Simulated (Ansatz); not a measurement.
**C2H5ClSn: one species, many methods**

An exercise on one series of results from a longer session: the logs are not shown, and one member is left open.

Computed with Ansatz 0.2.0, Gaussian basis. Level: functionals in def2-TZVPP, the program's frozen cores in correlated methods.

Levels to be run: PBE-D4, r2SCAN-D4, PBE0-D4, B3LYP-D4, ωB97X-V, ωB97M-V, B2PLYP; CCSD(T)/def2-TZVPP; MP2/def2-QZVPP; extrapolation to the limit.

## The geometry

An earlier PBE0-D4 in a triple-zeta def2 set relaxation fixed the geometry. Sn takes the def2 core potential; no spin-orbit term is included.

9 atoms, charge 0, spin multiplicity 1.

Atoms are counted from 1 here; the program's logs count them from 0.

Bond lengths: Cl1–C2 1.707 Å, C2–C3 1.350 Å, C2–H5 1.082 Å, C3–Sn4 2.548 Å, C3–H6 1.085 Å, C3–H7 1.082 Å, Sn4–H8 1.762 Å, Sn4–H9 1.773 Å. Angles: Cl1–C2–C3 122.4°, Cl1–C2–H5 114.3°, C3–C2–H5 123.2°, C2–C3–Sn4 86.9°, C2–C3–H6 118.8°, C2–C3–H7 121.3°, Sn4–C3–H6 89.7°, Sn4–C3–H7 105.7°, H6–C3–H7 118.4°, C3–Sn4–H8 95.2°, C3–Sn4–H9 88.3°, H8–Sn4–H9 92.2°.

Set-up of the first run:

Contents of in.yaml:

```yaml
crystal:
  periodic: [false, false, false]
  atoms:
    - {symbol: Cl, position_ang: [-0.274310, -0.554791, -2.310198]}
    - {symbol: C, position_ang: [-0.076580, 0.388552, -0.901379]}
    - {symbol: C, position_ang: [1.056047, 0.363449, -0.167395]}
    - {symbol: Sn, position_ang: [-0.224700, -1.070219, 1.504394]}
    - {symbol: H, position_ang: [-0.906921, 1.048429, -0.686285]}
    - {symbol: H, position_ang: [1.199099, 1.118225, 0.598157]}
    - {symbol: H, position_ang: [1.908515, -0.230793, -0.469526]}
    - {symbol: H, position_ang: [-1.516255, -1.502301, 0.386278]}
    - {symbol: H, position_ang: [-1.076396, 0.393150, 2.028854]}
basis:
  gaussian: {orbitals: def2-TZVPP}
hamiltonian: {xc: pbe, dispersion: d4}
output: {forces: true, orbitals: {seedname: orbitals}}
```

Command:

```bash
> ansatz run in.yaml --threads 4 --pin off --events-out ev --progress --plain --max-ram 10444MiB
```

Steps of the session up to this table: PBE-D4 (GGA); r2SCAN-D4 (meta-GGA); PBE0-D4 (hybrid); B3LYP-D4 (hybrid); ωB97X-V (range-separated); ωB97M-V (range-separated); B2PLYP (double hybrid); CCSD(T) in def2-TZVPP; MP2 in def2-QZVPP.

One of the session's tables, all rows but one given; the rest of the session is left out.

It belongs to the step «Atomisation energies». 

| method | atomisation energy (kcal/mol) |
| --- | --- |
| PBE-D4 | ? |
| r2SCAN-D4 | 688.0 |
| PBE0-D4 | 687.4 |
| B3LYP-D4 | 685.4 |
| ωB97X-V | 684.5 |
| ωB97M-V | 685.1 |
| B2PLYP | 674.9 |
| HF/def2-TZVPP | 483.2 |
| MP2/def2-TZVPP | 672.5 |
| CCSD/def2-TZVPP | 654.5 |
| CCSD(T)/def2-TZVPP | 667.5 |
| MP2/CBS | 691.6 |
| CCSD(T)/CBS | 686.6 |

Q: Estimate the row for PBE-D4 from the others.

The run gave: atomisation energy (kcal/mol): 701.8. In the column «atomisation energy (kcal/mol)» it is the highest.
